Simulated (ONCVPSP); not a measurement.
**An ONCV potential for Sr, from input to tests**

Task: generate the file, and judge it by its errors in other configurations, its logarithmic derivatives, its ghosts and its cutoff.

The numbers are computed with ONCVPSP 4.0.1.1 (patched build) (PBE, scalar-relativistic, spin-unpolarised reference atom).

### Step 1. The design

Typed settings, in words:

```
element                 : strontium (Sr, Z = 38)
type                    : optimised norm-conserving Vanderbilt (ONCV)
frozen core             : [Ar] 3d10
valence charge          : 10
reference configuration : 4s2 4p6 5s2
partial waves           : 4s+5s: rc 2.45 bohr, ncon 4, nbas 7, qcut 3.8 1/bohr, 3 projectors, debl 1.9 Ha; 4p: rc 1.40 bohr, ncon 4, nbas 7, qcut 5.6 1/bohr, 2 projectors, debl 1 Ha; d scattering state at 0.12 Ha: rc 2.55 bohr, ncon 3, nbas 7, qcut 3.2 1/bohr, 2 projectors, debl 0.5 Ha
local potential         : polynomial inside 1.05 bohr (lpopt 5, dvloc0 -1 Ha)
core correction         : Teter function, fcfact 5.5, rcfact 1.2
```

The outer shells as boxes (Hund's rule for the drawing; the calculation is spin-unpolarised):

```
[Ar] core
3d [↑↓][↑↓][↑↓][↑↓][↑↓]
4s [↑↓]
4p [↑↓][↑↓][↑↓]
5s [↑↓]
```

### Step 2. Generation

Sr.dat reads:

```
# ATOM AND REFERENCE CONFIGURATION
# atsym  z   nc   nv     iexc    psfile
  Sr 38.00    6    3        4      upf
#
#   n    l    f
    1    0    2.00
    2    0    2.00
    2    1    6.00
    3    0    2.00
    3    1    6.00
    3    2   10.00
    4    0    2.00
    4    1    6.00
    5    0    2.00
#
# PSEUDOPOTENTIAL AND OPTIMIZATION
# lmax
    2
#
#   l,   rc,      ep,       ncon, nbas, qcut
    0    2.45    0.00    4    7    3.80
    1    1.40    0.00    4    7    5.60
    2    2.55    0.12    3    7    3.20
#
# LOCAL POTENTIAL
# lloc, lpopt,  rc(5),   dvloc0
    4    5    1.05   -1.00
#
# VANDERBILT-KLEINMAN-BYLANDER PROJECTORs
# l, nproj, debl
    0    3    1.90
    1    2    1.00
    2    2    0.50
#
# MODEL CORE CHARGE
# icmod, fcfact, rcfact
    3    5.50    1.20
#
# LOG DERIVATIVE ANALYSIS
# epsh1, epsh2, depsh
   -3.00    5.00    0.02
#
# OUTPUT GRID
# rlmax, drl
    6.00    0.01
#
# TEST CONFIGURATIONS
# ncnf
    4
# nvcnf
#   n    l    f
    3
    4    0    2.00
    4    1    6.00
    5    0    1.00
#
    3
    4    0    2.00
    4    1    6.00
    5    0    0.00
#
    3
    4    0    2.00
    4    1    6.00
    5    0    1.50
#
    4
    4    0    2.00
    4    1    6.00
    5    0    0.00
    4    2    1.00
#
```

Command:

```bash
oncvpsp.x < Sr.dat > Sr.out
```

What does the calculation give? Wanted: cutoffs for 1 and 0.1 mHa per electron, occupied waves; bound ghosts; GHOST(+) flags; largest test error; largest phase difference near zero energy, channels read; rms error of d²Exc/dn², without and with the model core; projector energies reset by the program.

The runs gave:

| quantity | value |
| --- | --- |
| cutoffs for 1 and 0.1 mHa per electron, occupied waves | 30 Ha and 67 Ha |
| bound ghosts | none found |
| GHOST(+) flags | s at 99 eV, d at 263 eV |
| largest test error (AE − PS) | -5.6 meV, for 4s2 4p6 5s0 |
| largest phase difference near zero energy, channels read | 0.001 rad |
| rms error of d²Exc/dn², without and with the model core | 4.10 and 1.33 mHa |
| projector energies reset by the program | d: 0.050, 0.550 Ha |

**Reading.** By total energies transferability is good: the largest error is 5.6 meV on 16.9 eV, for 4s2 4p6 5s0. It counts as of middling hardness, with 30 Ha needed at the looser tolerance. At the looser tolerance the 4p wave is the slowest; 4s needs 4 Ha. No bound ghost shows below the valence levels. Near zero energy the phases of the channels with partial waves agree within 0.001 rad. The program also flags highly localised states, GHOST(+) (s, d). These are tests on the free atom; a crystal test is still owed.
